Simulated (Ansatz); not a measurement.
# Ta: an axial (c/a) deformation path

One table from this session's results is given with a row withheld; the runs are named, their logs left out.

This is Ta in the hcp structure; at room conditions it is bcc.

Program: Ansatz 0.2.0. Level of theory: DFT PBEsol, scalar-relativistic, plane waves, PAW. These are calculated values, not measurements.

### The starting structure

It takes space group P6_3/mmc (No. 194, hexagonal). Conventional cell: a = 2.900 Å, b = 2.900 Å, c = 5.166 Å, α = 90.00°, β = 90.00°, γ = 120.00°. Ta (site symmetry -6m2) has 12 Ta at 2.90 to 3.08 Å as nearest neighbours.

Structure file:

```cif
data_structure
_symmetry_space_group_name_H-M 'P6_3/mmc'
_symmetry_Int_Tables_number 194
_cell_length_a 2.9004
_cell_length_b 2.9004
_cell_length_c 5.1663
_cell_angle_alpha 90.000
_cell_angle_beta 90.000
_cell_angle_gamma 120.000
_cell_volume 37.64
loop_
_atom_site_label
_atom_site_type_symbol
_atom_site_symmetry_multiplicity
_atom_site_Wyckoff_symbol
_atom_site_fract_x
_atom_site_fract_y
_atom_site_fract_z
_atom_site_occupancy
Ta1 Ta 2 c 0.66667 0.33333 0.75000 1
```

It goes back to an entry of the Materials Project, which need not be the stable form.

The cell is taken as given, not relaxed at this level.

### Zero of energy

Reference values: F = -19612.3863 eV; pressure -7.08 GPa; largest force 0.000 eV/Å; gap on the mesh none (metal). It was computed beforehand with the settings of the runs below.

The first run:

At fixed volume and fractional coordinates, lengths along (0.000, 0.000, 1.000) are scaled against those across it; ρ is that ratio over its starting value.

File input.yaml:

```yaml
crystal:
  lattice:
    - [3.0618276416, 0.0, 0.0]
    - [-1.5309138208, 2.6516205196, 0.0]
    - [0.0, 0.0, 4.6357860716]
  atoms:
    - { symbol: Ta, position: [0.6666666667, 0.3333333333, 0.75] }
    - { symbol: Ta, position: [0.3333333333, 0.6666666667, 0.25] }
basis:
  ecutwfc: 420
kpoints:
  mp_grid: { grid: [24, 24, 10] }
hamiltonian:
  xc: pbesol
scf:
  occupations: { method: gaussian, width: 0.15 }
output:
  forces: true
  stress: true
  eigenvalues: true
```

Run with:

```console
> ansatz run input.yaml --threads 1 --pin off --max-ram 2560MiB --backend cpu --events-out ev --progress --plain --runs-dir out
```

Among the steps run: ρ = 0.850; At ρ = 1.200; Point ρ = 0.920; At ρ = 1.100; ρ = 0.960; ρ = 1.050; Point ρ = 0.800; Point ρ = 1.300.

One of the session's tables, all rows but one given; the rest of the session is left out.

It belongs to the step «The scan collected». 

| ρ | ΔE (meV/atom) | pressure (GPa) |
| --- | --- | --- |
| 0.800 | 162.6 | -5.5 |
| 0.850 | 114.1 | -6.6 |
| 0.920 | 42.0 | -7.3 |
| 0.960 | 11.5 | -7.3 |
| 1.000 | 0.0 | -7.1 |
| 1.050 | ? | ? |
| 1.100 | 72.7 | -4.6 |
| 1.200 | 278.2 | 0.7 |
| 1.300 | 598.6 | 9.1 |

Q: Estimate the row for ρ = 1.050 from the others.

Worked estimate for «ΔE (meV/atom)». A straight line through the neighbours (1.000, 0.0) and (1.100, 72.7) gives 0.0 + (72.7 − 0.0) × (1.050 − 1.000) / (1.100 − 1.000) = 36.4; a parabola fitted to 4 rows on both sides gives 19.7.

As computed: ΔE (meV/atom): 18.7; pressure (GPa): -6.2. In «ΔE (meV/atom)» the line misses by +17.7 and the parabola by +1.0.
